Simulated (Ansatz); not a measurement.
# YCd2Cl4: the cost of one run

Method: DFT PBE, scalar-relativistic, plane waves, PAW, in Ansatz 0.2.0.

1 further run of the same task is left out (for a known fault of the program).

## 1. The starting structure

The structure is cubic, space group F-43m (No. 216). Conventional cell: a = 9.657 Å, b = 9.657 Å, c = 9.657 Å, α = 90.00°, β = 90.00°, γ = 90.00°. Around Y (site symmetry -43m) lie 12 Cl at 4.08 Å and 4 Cd at 4.18 Å. Cd (site symmetry -43m) has 4 Cl at 2.44 Å as nearest neighbours. Cd (site symmetry -43m) is surrounded by 4 Cl at 1.74 Å. Cl (site symmetry 3m) has 2 Cd at 1.74 to 2.44 Å as nearest neighbours.

Structure file:

```cif
data_structure
_symmetry_space_group_name_H-M 'F-43m'
_symmetry_Int_Tables_number 216
_cell_length_a 9.6569
_cell_length_b 9.6569
_cell_length_c 9.6569
_cell_angle_alpha 90.000
_cell_angle_beta 90.000
_cell_angle_gamma 90.000
_cell_volume 900.55
loop_
_atom_site_label
_atom_site_type_symbol
_atom_site_symmetry_multiplicity
_atom_site_Wyckoff_symbol
_atom_site_fract_x
_atom_site_fract_y
_atom_site_fract_z
_atom_site_occupancy
Y1 Y 4 a 0.00000 0.00000 0.00000 1
Cd1 Cd 4 d 0.25000 0.25000 0.75000 1
Cd2 Cd 4 b 0.50000 0.00000 0.00000 1
Cl1 Cl 16 e 0.10407 0.39593 0.89593 1
```

Recipe of the guess: 4-connected net, bridging atoms on its edges, bridges bent, guests in its cages (F-43m, No. 216). Its size is a rough estimate.

## 2. Probe: one point on a coarse mesh

Input file input.yaml:

```yaml
crystal:
  lattice:
    - [0.0, 4.82843396, 4.82843396]
    - [4.82843396, 0.0, 4.82843396]
    - [4.82843396, 4.82843396, 0.0]
  atoms:
    - { symbol: "Y", position: [0.0, 0.0, 0.0] }
    - { symbol: Cd, position: [0.25, 0.25, 0.25] }
    - { symbol: Cd, position: [0.5, 0.5, 0.5] }
    - { symbol: Cl, position: [0.39592527, 0.81222418, 0.39592527] }
    - { symbol: Cl, position: [0.39592527, 0.39592527, 0.39592527] }
    - { symbol: Cl, position: [0.81222418, 0.39592527, 0.39592527] }
    - { symbol: Cl, position: [0.39592527, 0.39592527, 0.81222418] }
basis:
  ecutwfc: 420
kpoints:
  mp_grid: { grid: [4, 4, 4] }
hamiltonian:
  xc: pbe
scf:
  occupations: { method: gaussian, width: 0.1 }
  lower_state_search: "off"
output:
  forces: true
  stress: true
  eigenvalues: true
```

Command:

```console
$ ansatz run input.yaml --threads 1 --pin off --max-ram 2560MiB --backend cpu --events-out ev --progress --plain --runs-dir out
```

**Question.** How long does this run take on 1 thread of Intel Xeon at 2.50GHz (Skylake/Cascade Lake), shared host, and how much memory does it need?

About 18 s, with a peak of 0.46 GiB.
